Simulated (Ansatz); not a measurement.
Born–Oppenheimer molecular dynamics of a periodic cell of 12 atoms, CoSi2 (start crystal CoSi2, start structure Fm-3m, volume 1.05 times the crystal's). It goes on from the last frame of an earlier run, with new velocities.

Level of theory: DFT PBEsol, scalar-relativistic, plane waves, PAW (Ansatz 0.2.0). Settings: accuracy low, PAW set soft_1, cutoff 420 eV, k mesh 3x3x3, fermi-dirac smearing 0.3 eV, no spin polarisation.

```json
{
 "ensemble": "NVT, Nosé–Hoover chain",
 "time step": "2 fs",
 "steps asked": "290",
 "set temperature": "2100 K",
 "thermostat": "time constant 200 fs, chain length 1",
 "seed": "126529"
}
```

Frames 10 fs apart, positions in Å, forces in eV/Å.

Velocities at 240 fs (Å/ps):

```
Co 3.00 1.59 -1.86
Si -4.99 5.21 -8.79
Si 0.58 5.08 9.77
Co 6.78 -14.49 0.70
Si -9.10 -13.10 -0.40
Si 11.93 5.38 9.19
Co -5.07 3.00 3.66
Si 8.69 7.52 -6.90
Si 2.66 11.69 -10.19
Co -11.89 5.14 4.13
Si 7.73 -7.81 0.51
Si -2.44 -3.97 -7.14
```

```xyz
12
Lattice="5.4530 0.0000 0.0000 0.0000 5.4530 0.0000 0.0000 0.0000 5.4530" Properties=species:S:1:pos:R:3:forces:R:3 time_fs=240 energy_less_start_eV=-0.984 T=2498
Co -0.080 -0.208 -0.081 0.90 0.59 1.31
Si 1.180 1.583 1.434 1.55 -2.51 -1.48
Si 4.098 3.975 4.061 -0.55 0.25 0.08
Co 2.758 2.679 0.004 -0.51 -0.02 0.03
Si 3.732 4.063 1.483 2.04 0.93 -0.22
Si 1.380 1.341 4.197 0.17 -1.12 -0.33
Co 2.835 0.432 2.564 -1.51 -2.49 0.23
Si 4.312 1.152 3.974 -0.78 0.97 0.85
Si 1.296 4.002 1.529 -0.04 2.02 -1.14
Co 0.080 2.702 2.819 -1.77 0.58 0.40
Si 1.374 3.818 4.203 -0.36 2.04 0.14
Si 4.146 1.556 1.238 0.85 -1.23 0.14
12
Lattice="5.4530 0.0000 0.0000 0.0000 5.4530 0.0000 0.0000 0.0000 5.4530" Properties=species:S:1:pos:R:3:forces:R:3 time_fs=250 energy_less_start_eV=-0.562 T=2181
Co -0.042 -0.186 -0.089 0.94 0.94 1.06
Si 1.153 1.597 1.332 0.84 -1.54 0.37
Si 4.093 4.029 4.157 -0.75 0.03 -0.43
Co 2.819 2.539 0.009 -0.99 1.90 -0.54
Si 3.680 3.953 1.480 2.46 1.59 0.40
Si 1.494 1.371 4.276 -1.28 -1.96 -1.72
Co 2.774 0.442 2.601 -0.83 -2.34 -0.21
Si 4.382 1.237 3.921 -1.43 -0.41 1.30
Si 1.317 4.145 1.416 -0.69 0.55 0.17
Co -0.046 2.759 2.858 0.75 0.99 -1.52
Si 1.443 3.778 4.208 -0.65 2.27 -0.27
Si 4.141 1.490 1.176 1.63 -2.02 1.39
12
Lattice="5.4530 0.0000 0.0000 0.0000 5.4530 0.0000 0.0000 0.0000 5.4530" Properties=species:S:1:pos:R:3:forces:R:3 time_fs=260 energy_less_start_eV=-0.178 T=1892
Co 0.010 -0.150 -0.081 0.33 1.10 0.04
Si 1.156 1.558 1.240 0.59 -0.65 1.55
Si 4.063 4.084 4.239 -0.71 -0.16 -0.71
Co 2.866 2.429 0.007 -0.57 3.09 -0.18
Si 3.709 3.896 1.488 1.73 1.42 0.30
Si 1.566 1.336 4.296 -2.17 -1.71 -2.28
Co 2.700 0.414 2.635 0.00 -2.18 -0.59
Si 4.404 1.308 3.913 -1.79 -1.42 1.54
Si 1.317 4.307 1.309 0.10 -0.83 1.48
Co -0.161 2.831 2.874 2.14 1.24 -2.32
Si 1.490 3.813 4.205 -0.69 1.54 -0.57
Si 4.188 1.359 1.160 1.02 -1.45 1.73
12
Lattice="5.4530 0.0000 0.0000 0.0000 5.4530 0.0000 0.0000 0.0000 5.4530" Properties=species:S:1:pos:R:3:forces:R:3 time_fs=270 energy_less_start_eV=-0.193 T=1884
Co 0.067 -0.096 -0.072 -0.67 0.53 -1.42
Si 1.181 1.497 1.200 0.82 0.41 1.76
Si 4.010 4.133 4.296 -0.22 -0.30 -0.84
Co 2.902 2.369 0.002 -0.39 2.65 0.26
Si 3.795 3.888 1.504 0.39 1.22 -0.42
Si 1.566 1.247 4.245 -1.92 0.06 -0.99
Co 2.626 0.349 2.658 1.06 -2.24 -1.15
Si 4.367 1.335 3.955 -1.27 -0.90 0.84
Si 1.322 4.439 1.253 1.09 -2.29 2.58
Co -0.241 2.922 2.854 2.64 0.00 -1.30
Si 1.513 3.900 4.182 -0.69 0.50 -0.70
Si 4.266 1.183 1.201 -0.86 0.34 1.38
12
Lattice="5.4530 0.0000 0.0000 0.0000 5.4530 0.0000 0.0000 0.0000 5.4530" Properties=species:S:1:pos:R:3:forces:R:3 time_fs=280 energy_less_start_eV=0.012 T=1725
Co 0.113 -0.036 -0.086 -0.98 -0.73 -1.40
Si 1.234 1.451 1.218 0.74 1.32 1.29
Si 3.951 4.171 4.324 0.44 -0.47 -0.91
Co 2.931 2.352 0.001 -0.79 2.08 0.48
Si 3.895 3.922 1.506 -0.94 1.18 -1.43
Si 1.501 1.161 4.160 -1.13 2.05 0.42
Co 2.570 0.249 2.664 2.24 -1.89 -1.06
Si 4.287 1.331 4.025 -0.42 -0.12 -0.23
Si 1.359 4.493 1.280 0.43 -3.18 1.82
Co -0.278 3.011 2.814 3.12 -1.80 0.54
Si 1.512 4.004 4.136 -0.82 -0.40 -0.57
Si 4.317 1.019 1.289 -1.88 1.95 1.05
12
Lattice="5.4530 0.0000 0.0000 0.0000 5.4530 0.0000 0.0000 0.0000 5.4530" Properties=species:S:1:pos:R:3:forces:R:3 time_fs=290 energy_less_start_eV=0.020 T=1707
Co 0.143 0.014 -0.119 -1.22 -1.47 0.51
Si 1.309 1.446 1.279 0.10 1.05 0.59
Si 3.906 4.193 4.322 0.86 -0.62 -0.93
Co 2.947 2.369 0.008 -1.22 2.00 0.78
Si 3.965 3.995 1.460 -1.15 0.37 -1.58
Si 1.400 1.144 4.084 0.13 3.00 0.16
Co 2.550 0.121 2.654 2.89 -0.26 0.49
Si 4.192 1.322 4.087 0.30 -0.01 -1.01
Si 1.407 4.441 1.365 -1.48 -3.21 -0.50
Co -0.264 3.072 2.781 2.91 -2.61 1.30
Si 1.483 4.094 4.072 -0.96 -1.18 -0.01
Si 4.309 0.920 1.411 -1.16 2.94 0.18
12
Lattice="5.4530 0.0000 0.0000 0.0000 5.4530 0.0000 0.0000 0.0000 5.4530" Properties=species:S:1:pos:R:3:forces:R:3 time_fs=300 energy_less_start_eV=-0.579 T=2116
Co 0.154 0.041 -0.144 -1.42 -1.13 1.85
Si 1.389 1.476 1.361 -0.45 0.13 0.04
Si 3.889 4.194 4.287 0.94 -0.66 -0.87
Co 2.944 2.419 0.027 -1.33 1.81 0.83
Si 3.998 4.078 1.365 -0.24 -0.94 -0.68
Si 1.302 1.224 4.013 0.97 2.42 -0.28
Co 2.576 -0.012 2.651 2.25 1.22 1.38
Si 4.108 1.311 4.117 0.60 -0.10 -1.12
Si 1.409 4.281 1.436 -2.00 -2.26 -1.84
Co -0.205 3.091 2.768 1.57 -2.58 0.62
Si 1.422 4.145 4.010 -0.83 -1.33 0.93
Si 4.261 0.921 1.539 -0.06 3.41 -0.87
12
Lattice="5.4530 0.0000 0.0000 0.0000 5.4530 0.0000 0.0000 0.0000 5.4530" Properties=species:S:1:pos:R:3:forces:R:3 time_fs=310 energy_less_start_eV=-1.448 T=2707
Co 0.142 0.050 -0.142 -0.95 -0.11 1.65
Si 1.453 1.510 1.445 -0.75 -0.85 -0.51
Si 3.905 4.173 4.224 0.82 -0.57 -0.57
Co 2.919 2.498 0.059 -1.18 1.03 0.35
Si 4.023 4.133 1.246 0.44 -0.82 0.33
Si 1.235 1.385 3.938 0.85 0.72 0.56
Co 2.638 -0.126 2.669 0.65 1.32 0.60
Si 4.043 1.298 4.110 0.52 0.06 -0.40
Si 1.348 4.049 1.448 -0.23 0.18 -1.85
Co -0.121 3.068 2.765 -0.42 -2.84 -0.01
Si 1.334 4.153 3.978 -0.08 -0.58 1.55
Si 4.210 1.036 1.637 0.32 2.46 -1.69
12
Lattice="5.4530 0.0000 0.0000 0.0000 5.4530 0.0000 0.0000 0.0000 5.4530" Properties=species:S:1:pos:R:3:forces:R:3 time_fs=320 energy_less_start_eV=-1.211 T=2520
Co 0.114 0.056 -0.113 -0.43 0.57 1.01
Si 1.492 1.514 1.510 -0.75 -2.23 -1.12
Si 3.948 4.132 4.142 0.68 -0.47 0.03
Co 2.875 2.592 0.097 -1.01 -0.03 -0.44
Si 4.061 4.162 1.138 0.51 -0.05 1.19
Si 1.198 1.568 3.883 0.93 -1.32 2.12
Co 2.710 -0.218 2.696 -0.39 1.50 -0.44
Si 3.996 1.287 4.090 0.42 0.20 0.48
Si 1.279 3.826 1.395 1.38 3.14 -1.94
Co -0.044 2.999 2.763 -2.46 -2.51 -0.24
Si 1.245 4.142 3.998 0.98 0.49 1.40
Si 4.167 1.231 1.678 0.14 0.72 -2.07
12
Lattice="5.4530 0.0000 0.0000 0.0000 5.4530 0.0000 0.0000 0.0000 5.4530" Properties=species:S:1:pos:R:3:forces:R:3 time_fs=330 energy_less_start_eV=-0.656 T=2111
Co 0.079 0.072 -0.067 -0.12 0.78 0.51
Si 1.506 1.443 1.538 -0.61 -2.54 -1.16
Si 4.014 4.076 4.062 0.42 -0.29 0.69
Co 2.815 2.686 0.127 -0.44 -0.85 -1.32
Si 4.115 4.188 1.071 0.14 0.22 1.67
Si 1.196 1.706 3.901 1.68 -3.10 3.16
Co 2.777 -0.285 2.716 -0.96 1.93 -1.08
Si 3.964 1.282 4.085 0.40 0.10 0.63
Si 1.252 3.705 1.279 0.76 4.11 -0.77
Co -0.005 2.892 2.756 -2.56 -0.38 -0.94
Si 1.188 4.146 4.063 1.49 0.98 0.46
Si 4.130 1.451 1.649 -0.19 -0.97 -1.85
12
Lattice="5.4530 0.0000 0.0000 0.0000 5.4530 0.0000 0.0000 0.0000 5.4530" Properties=species:S:1:pos:R:3:forces:R:3 time_fs=340 energy_less_start_eV=-0.738 T=2148
Co 0.043 0.100 -0.013 0.19 0.93 -0.08
Si 1.499 1.292 1.528 -0.53 -0.87 -0.69
Si 4.094 4.011 4.005 -0.09 0.13 1.03
Co 2.749 2.766 0.135 0.84 -1.44 -2.18
Si 4.173 4.220 1.060 -0.58 -0.06 1.77
Si 1.246 1.743 4.019 1.22 -2.90 2.02
Co 2.828 -0.321 2.719 -1.21 1.91 -1.01
Si 3.946 1.281 4.099 0.41 -0.04 0.18
Si 1.247 3.721 1.142 -0.90 3.18 1.85
Co -0.005 2.777 2.735 -0.41 0.86 -0.60
Si 1.181 4.181 4.142 1.50 0.65 -0.95
Si 4.086 1.638 1.558 -0.44 -2.33 -1.34
12
Lattice="5.4530 0.0000 0.0000 0.0000 5.4530 0.0000 0.0000 0.0000 5.4530" Properties=species:S:1:pos:R:3:forces:R:3 time_fs=350 energy_less_start_eV=-0.876 T=2225
Co 0.009 0.142 0.039 0.24 0.74 -0.86
Si 1.474 1.112 1.495 -0.21 0.78 0.07
Si 4.170 3.950 3.982 -0.52 0.54 0.93
Co 2.696 2.824 0.108 1.26 -0.89 -2.03
Si 4.210 4.248 1.109 -1.12 -0.52 1.52
Si 1.336 1.682 4.204 -0.31 -1.80 -0.26
Co 2.859 -0.326 2.707 -1.16 1.56 -0.34
Si 3.942 1.278 4.120 0.44 -0.05 -0.27
Si 1.216 3.844 1.066 -0.93 1.93 3.31
Co -0.012 2.675 2.705 1.16 0.55 0.27
Si 1.225 4.238 4.190 1.15 0.09 -1.94
Si 4.029 1.745 1.423 0.01 -2.93 -0.40
```

Of the whole run (580 fs, mean temperature of the second half 2058 K): The conserved energy stayed within 0.84 meV per atom of its start (net change -0.36 meV per atom), so the integration is sound. A run of 0.58 ps of so small a system gives no equilibrium averages. Spin polarisation was left off. Limits of this set-up: coarse k mesh, magnetic elements without spin, PAW files made for another functional, low accuracy level.

Run time: 30 min on 2 threads of Arm Neoverse V1, on a shared host, peak memory 0.62 GiB.
